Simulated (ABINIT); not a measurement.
ZrWN2:

```
CELL_PARAMETERS angstrom
2.95520 0.00000 0.00000
-1.47760 2.55928 0.00000
0.00000 0.00000 5.95640
ATOMIC_POSITIONS crystal
Zr 0.00000 0.00000 0.50000
W 0.00000 0.00000 0.00000
N 0.33333 0.66667 0.22140
N 0.33333 0.66667 0.77860
```

The cell was built by a generator and needn't be a form met in nature.

Base run:

```yaml
Program: ABINIT 10.8.3 (patched build)
Functional: PBE
Potentials_or_basis: PseudoDojo NC SR PBE v0.4 stringent
Cutoff: 1143 eV
k_mesh: 8 × 8 × 4
Occupations: fermi-dirac, width 0.05 eV
Spin: no spin polarisation
```

Its results: band gap on the k mesh none (metal or under the smearing width); pressure 0.3 GPa; largest force 0.050 eV/Å.

The run is repeated on the same cell with these changes: functional from PBE to LDA; potentials or basis from PseudoDojo NC SR PBE v0.4 stringent to PseudoDojo NC SR LDA v0.4.1 standard; cutoff from 1143 eV to 952 eV. What comes out?

Band gap on the k mesh none (metal or under the smearing width); pressure -15.1 GPa; largest force 0.274 eV/Å.

Caveats: so large a pressure means that the cell lies far from this level's equilibrium, or that cutoff or potentials fall short (some runs).
